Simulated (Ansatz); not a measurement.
# GeNH3+ (quartet): the correlation ladder, cc-pVDZ

The task here is to estimate one member of a computed series from the others.

The runs use Ansatz 0.2.0, Gaussian basis; cc-pVDZ, core rule «outside noble gas», up to 15 orbitals frozen.

The runs, in order: UHF; CCSD(T) on ROHF; CCSD(T) on UHF; BCCD(T) on ROHF; CISD; CCSDT(Q) on ROHF; CCSDT(Q) on UHF; CASSCF and MRCISD+Q, 11 electrons in 11 orbitals; CASSCF and NEVPT2, 11 electrons in 11 orbitals.

28 further runs of the same task are left out: 15 that didn't finish, 13 set aside as unsound or not needed.

### The system

The geometry is a PBE0/def2-TZVP stationary point (not a proven minimum) of the parent state, kept for this charge and spin. No spin-orbit coupling is included. The filled d shell of Ge may be among the frozen orbitals whatever the setting's name suggests; the logs give the count.

5 atoms, charge 1, spin multiplicity 4.

Atoms are counted from 1 here; the program's logs count them from 0.

Bond lengths: Ge1–N2 1.894 Å, Ge1–H3 1.537 Å, Ge1–H4 1.537 Å, Ge1–H5 1.537 Å. Angles: N2–Ge1–H3 108.2°, N2–Ge1–H4 108.2°, N2–Ge1–H5 108.2°, H3–Ge1–H4 110.7°, H3–Ge1–H5 110.7°, H4–Ge1–H5 110.7°.

Set-up of the first run:

in.yaml

```yaml
crystal:
  periodic: [false, false, false]
  atoms:
    - {symbol: Ge, position_ang: [-0.279676, -0.002127, 0.000875]}
    - {symbol: N, position_ang: [1.614684, 0.012278, -0.005052]}
    - {symbol: H, position_ang: [-0.771963, 1.453501, 0.003931]}
    - {symbol: H, position_ang: [-0.751362, -0.736741, 1.265415]}
    - {symbol: H, position_ang: [-0.759290, -0.734117, -1.262204]}
basis:
  gaussian: {orbitals: cc-pVDZ}
total_charge: 1
magnetization: {spin_polarized: true, initial_magnetization: 3}
hamiltonian: {xc: hf}
output: {orbitals: {seedname: orbitals}}
```

The run is started by

```
$ ansatz run in.yaml --threads 1 --pin off --events-out ev --progress --plain --max-ram 2393MiB
```

Steps of the session up to this table: UHF; CCSD(T) on ROHF; CCSD(T) on UHF; BCCD(T) on ROHF; CISD; CCSDT(Q) on ROHF; CCSDT(Q) on UHF; CASSCF and MRCISD+Q, 11 electrons in 11 orbitals; CASSCF and NEVPT2, 11 electrons in 11 orbitals.

One of the session's tables, all rows but one given; the rest of the session is left out.

```
          method  from UCCSDT(Q) (meV)
            ROHF               +5744.3
             UHF               +5627.7
            RMP2               +1298.4
            UMP2               +1263.1
           RCCSD                +146.1
           UCCSD                +143.2
        RCCSD(T)                 +35.5
        UCCSD(T)                 +33.6
         BCCD(T)                 +36.2
          RCCSDT                  +6.6
          UCCSDT                  +4.3
       RCCSDT(Q)                  +3.0
       UCCSDT(Q)                     0
  CASSCF valence                     ?
  NEVPT2 valence                +953.3
  MRCISD valence                +246.5
MRCISD+Q valence                 +42.5
```

Q: Estimate the row for CASSCF valence from the others.

As computed: from UCCSDT(Q) (meV): +3920.4. In the column «from UCCSDT(Q) (meV)» it lies between RMP2 (+1298.4) and UHF (+5627.7).

Not comparable, so not listed: CISD (they don't share determinant, frozen orbitals or solution with the rows shown, or repeat one).

To keep in mind: Restricted and unrestricted rows rest on different reference determinants; where their highest levels disagree by more than a few hundredths of an eV, they describe different states and don't form one ladder.
